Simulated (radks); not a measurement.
# Valence configurations of Eu

An exercise on one series of results from a longer session: the logs are not shown, and one member is left open.

The numbers are computed with radks (a radial shooting solver on a logarithmic mesh, Libxc functionals) version 1 (Dirac Kohn-Sham, PBE, spin-unpolarised, spherical densities, point nucleus; open shells fill j = l - 1/2 first), except any that are marked as measured or tabulated.

1 further run of the same task is left out (it didn't finish).

## The system

- element: europium (Z = 63)
- charge: 0
- electrons: 63
- configuration: [Xe] 4f7 6s2
- others tried: 4f7 5d1 6s1; 4f7 6s1 6p1; 4f7 6s1.5 6p0.5; 4f6 6s2 6p1; 4f6.5 5d0.5 6s2; 4f7 5d0.5 6s1.5; 4f9; 4f7 6p2

The first run:

Input:

```text
Z 63
configuration [Xe] 4f7 6s2
relativity Dirac
functional pbe,pbe
spin unpolarised
j_filling energy
nucleus point
c 137.035999084
```

Started as:

```sh
> python run_ks.py task.json out
```

This one command runs every case of the session in turn.

Among the steps run: [Xe] 4f7 6s2.

One of the session's tables, all rows but one given; the rest of the session is left out.

It belongs to the step «[Xe] 4f7 6s2». Sizes of the orbitals, from the radial functions (bohr):

```
level     <r>  outermost maximum (interpolated)  90 % within  nodes
4d3/2  0.6484                             0.569        0.975      1
4d5/2  0.6589                             0.577        0.991      1
5s1/2   1.382                              1.23         2.00      4
5p1/2   1.564                              1.35         2.30      3
5p3/2   1.664                              1.43         2.45      3
6s1/2   4.271                              3.63         6.32      5
4f5/2  0.9718                             0.590         1.71      0
4f7/2       ?                                 ?            ?      ?
```

**Question.** Estimate the row for 4f7/2.

**Answer.** <r>: 0.9952; outermost maximum (interpolated): 0.596; 90 % within: 1.76; nodes: 0. In the column «<r>» it lies between 4f5/2 (0.9718) and 5s1/2 (1.382).
